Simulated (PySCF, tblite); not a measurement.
# C4H6BNO3: geometry, infrared bands and NMR shifts

Aim: predict the infrared bands and NMR shifts of C4H6BNO3 (`N#CC[C@H]1COB(O)O1`).

Computed with tblite 0.8.0 and PySCF 2.14.0, with density-fitted response routines of our own, on a single molecule in the gas phase. Atoms are numbered from 0 throughout.

### 1 The starting structure

15 atoms, charge 0, multiplicity 1; geometry from: force field or distance geometry start.

Bonds of the start (Å): N0–C1 1.15, C1–C2 1.47, C2–C3 1.49, C3–C4 1.53, C4–O5 1.39, O5–B6 1.46, B6–O7 1.46, B6–O8 1.46, O8–C3 1.39, C2–H9 1.10, C2–H10 1.12, C3–H11 1.10, C4–H12 1.10, C4–H13 1.08, O7–H14 0.99.

### 2 Geometry optimisation with GFN2-xTB

Job settings and geometry (Å):

```
{"job": {"kind": "relax", "xc": "GFN2-xTB", "basis": "xTB"}, "charge": 0, "multiplicity": 1}
N     -3.420600     0.044500     0.902600
C     -2.506900     0.443500     0.323500
C     -1.323600     0.954400    -0.391400
C     -0.110900     0.355900     0.233700
C     -0.113000    -1.176200     0.177300
O      1.204600    -1.544500     0.403300
B      1.977300    -0.419900    -0.126700
O      3.424100    -0.194100    -0.085200
O      1.032000     0.625300    -0.506700
H     -1.261700     2.056200    -0.340000
H     -1.409600     0.594200    -1.453700
H      0.030900     0.724200     1.264800
H     -0.407400    -1.538200    -0.817700
H     -0.729900    -1.549700     0.986300
H      3.610400     0.632400    -0.591900
```

Run with:

```
$ OMP_NUM_THREADS=1 python probes_run.py task.json out
```

One launch serves the whole session: the jobs run in the order shown.

**Question.** This job is followed by: GFN2-xTB harmonic vibrations, gas phase; GIAO PBE0/pcSseg-1 NMR shielding, non-relativistic, gas phase. Predict these results of the whole session: strongest single infrared mode (GFN2-xTB); zero-point energy (GFN2-xTB); ¹³C shifts against TMS (PBE0/pcSseg-1); ¹H shifts against TMS (PBE0/pcSseg-1); ¹⁵N shifts against NH3 (PBE0/pcSseg-1); ¹⁷O shifts against H2O (PBE0/pcSseg-1); ¹¹B shifts against BF3·OEt2 (PBE0/pcSseg-1).

**Answer**, as computed:

| quantity | value |
| --- | --- |
| strongest single infrared mode (GFN2-xTB) | 1379 cm⁻¹, 564 km/mol |
| zero-point energy (GFN2-xTB) | 67.4 kcal/mol |
| ¹³C shifts against TMS (PBE0/pcSseg-1) | 120.9, 76.6, 75.0, 26.4 ppm |
| ¹H shifts against TMS (PBE0/pcSseg-1) | 4.76, 4.71, 4.33, 3.53, 2.75, 2.22 ppm |
| ¹⁵N shifts against NH3 (PBE0/pcSseg-1) | 303.8 ppm |
| ¹⁷O shifts against H2O (PBE0/pcSseg-1) | 116.5, 88.9, 71.3 ppm |
| ¹¹B shifts against BF3·OEt2 (PBE0/pcSseg-1) | 21.9 ppm |

What this shows: Over 88 steps the energy fell by 0.997 eV; of the close pairs, B6–O7 changed most, 1.465 to 1.338 Å. All 39 modes are real, so the xTB geometry is a minimum. The strongest single mode, at 1379 cm⁻¹, moves mainly B6. Unscaled tight-binding wavenumbers are off by several per cent, some by more. Its intensities can rank the bands wrongly. The most deshielded carbon is C1 (nitrile carbon), at 120.9 ppm: C≡N carbons fall here, among the sp2 signals but without a proton. At PBE0/pcSseg-1: Shielding is most anisotropic at N0 (span 520 ppm, paramagnetic term -376 ppm).
